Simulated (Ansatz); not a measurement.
# CH7AlSi2: the cost of one run

The runs use Ansatz 0.2.0, Gaussian basis; the settings change from run to run.

### 1 The molecule

The geometry comes from an earlier relaxation with PBE0-D4 in a triple-zeta def2 set; it is a stationary point, not always the lowest conformer.

11 atoms, charge 0, spin multiplicity 1.

Atoms are counted from 1 here; the program's logs count them from 0.

Bond lengths: Si1–Si2 2.324 Å, Si1–H5 1.488 Å, Si1–H6 1.491 Å, Si1–H7 1.491 Å, Si2–C3 1.935 Å, Si2–Al4 2.327 Å, Si2–H8 1.491 Å, C3–Al4 1.948 Å, C3–H9 1.097 Å, C3–H10 1.089 Å, Al4–H11 1.580 Å. Angles: Si2–Si1–H5 111.5°, Si2–Si1–H6 113.3°, Si2–Si1–H7 107.7°, H5–Si1–H6 108.4°, H5–Si1–H7 108.1°, H6–Si1–H7 107.7°, Si1–Si2–C3 111.4°, Si1–Si2–Al4 115.3°, Si1–Si2–H8 113.4°, C3–Si2–Al4 53.4°, C3–Si2–H8 117.0°, Al4–Si2–H8 129.8°, Si2–C3–Al4 73.6°, Si2–C3–H9 111.8°, Si2–C3–H10 118.8°, Al4–C3–H9 110.7°, Al4–C3–H10 128.7°, H9–C3–H10 109.0° and more.

### 2 RPBE/cc-pVTZ

Input file in.yaml:

```yaml
crystal:
  periodic: [false, false, false]
  atoms:
    - {symbol: Si, position_ang: [-1.458226, 1.357190, 0.062715]}
    - {symbol: Si, position_ang: [-0.363292, -0.630135, 0.565962]}
    - {symbol: C, position_ang: [1.543285, -0.481074, 0.269708]}
    - {symbol: Al, position_ang: [0.844717, -1.569820, -1.186510]}
    - {symbol: H, position_ang: [-2.917504, 1.140762, -0.130462]}
    - {symbol: H, position_ang: [-1.271912, 2.411061, 1.100227]}
    - {symbol: H, position_ang: [-0.892527, 1.875707, -1.216217]}
    - {symbol: H, position_ang: [-0.802942, -1.237066, 1.854419]}
    - {symbol: H, position_ang: [2.114138, -1.097911, 0.974469]}
    - {symbol: H, position_ang: [1.990921, 0.510955, 0.224262]}
    - {symbol: H, position_ang: [1.278842, -2.336670, -2.497775]}
basis:
  gaussian: {orbitals: cc-pVTZ}
hamiltonian: {xc: {name: RPBE}}
```

Started as:

```console
$ ansatz run in.yaml --threads 2 --pin off --events-out ev --progress --plain --max-ram 4352MiB
```

**Question.** How long does this run take on 2 threads of AMD EPYC 7B13, shared host, and how much memory does it need?

About 3.2 s, with a peak of 0.3 GiB.
